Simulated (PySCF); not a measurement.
# C3H7NOSn (SnHMe2(NCO)): the cost of one run

Computed with PySCF 2.14.0 and routines of our own; the level stands in each step. Atoms count from 0.

## Step 1: The starting structure

13 atoms, charge 0, multiplicity 1; geometry from: GFN2-xTB.

## Step 2: Optimising the geometry at PBE0-D3(BJ)/def2-SVP

What the job is given:

```
{"job": {"xc": "PBE0", "basis": "def2-SVP", "d3": "d3bj", "grid": 1, "maxiter": 30, "shake": 0.03, "kind": "geom"}, "charge": 0, "multiplicity": 1}
Sn     0.135640     0.040550     0.703070
H     -0.034410    -0.071040     2.362940
C      2.013690    -0.113440    -0.150250
H      2.818370     0.699930     0.211930
H      2.010030    -0.094590    -1.239600
H      2.482620    -1.044280     0.172160
C     -1.099850     1.734650    -0.104620
H     -2.112120     1.650370     0.200790
H     -1.097330     1.722270    -1.131590
H     -0.756520     2.690310     0.262740
N     -0.915320    -1.553790     0.168730
C     -1.395700    -2.428090    -0.423500
O     -2.018470    -3.284960    -1.010610
```

Command:

```console
$ OMP_NUM_THREADS=1 python heavy_run.py task.json out
```

The driver reads the jobs from task.json and runs them one after another.

**Question.** How long does this first job take on 1 thread of Arm Neoverse V1, shared host, and how much memory does it need?

About 78 s, with a peak of 0.53 GiB.
